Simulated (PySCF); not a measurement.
# CH8B2SSi: the cost of one run

The runs use PySCF 2.14.0, with density-fitted response routines of our own; the level of theory stands in each step. All values are computed, except where a source is named. Atoms count from 0, in the outputs and in this text.

## Step 1: The starting structure

13 atoms, charge 0, multiplicity 1; geometry from: GFN2-xTB. The atoms were then displaced at random by about 0.01 Å, so the start is not that level's minimum.

Bonds of the start (Å): B0–C1 1.54, C1–B2 1.59, B2–S3 1.82, S3–Si4 2.14, B0–H5 1.20, B0–H6 1.18, C1–H7 1.07, C1–H8 1.11, B2–H9 1.15, Si4–H10 1.47, Si4–H11 1.46, Si4–H12 1.48.

## Step 2: Geometry optimisation at PBE0-D3(BJ)/def2-SVP

The job: settings as JSON, then the geometry in Å.

```
{"job": {"xc": "PBE0", "basis": "def2-SVP", "d3": "d3bj", "grid": 1, "shake": 0.01, "kind": "geom"}, "charge": 0, "multiplicity": 1}
B     -1.621070     1.109260     0.264040
C     -1.183420    -0.362050     0.318280
B     -0.615550    -0.672920    -1.129010
S      1.154860    -0.630420    -1.531650
Si     2.236530    -0.164750     0.253560
H     -2.683610     1.410170    -0.207580
H     -0.928700     1.989640     0.636160
H     -2.011600    -1.014990     0.481380
H     -0.437100    -0.527110     1.119450
H     -1.313170    -0.929510    -2.001080
H      2.034540    -1.237670     1.239500
H      3.608960    -0.122940    -0.230310
H      1.765160     1.136400     0.776940
```

Command:

```console
$ OMP_NUM_THREADS=1 python probes_run.py task.json out
```

The driver reads the jobs from task.json and runs them one after another.

**Question.** How long does this first job take on 1 thread of Arm Neoverse V1, shared host, and how much memory does it need?

About 42 s, with a peak of 0.52 GiB.
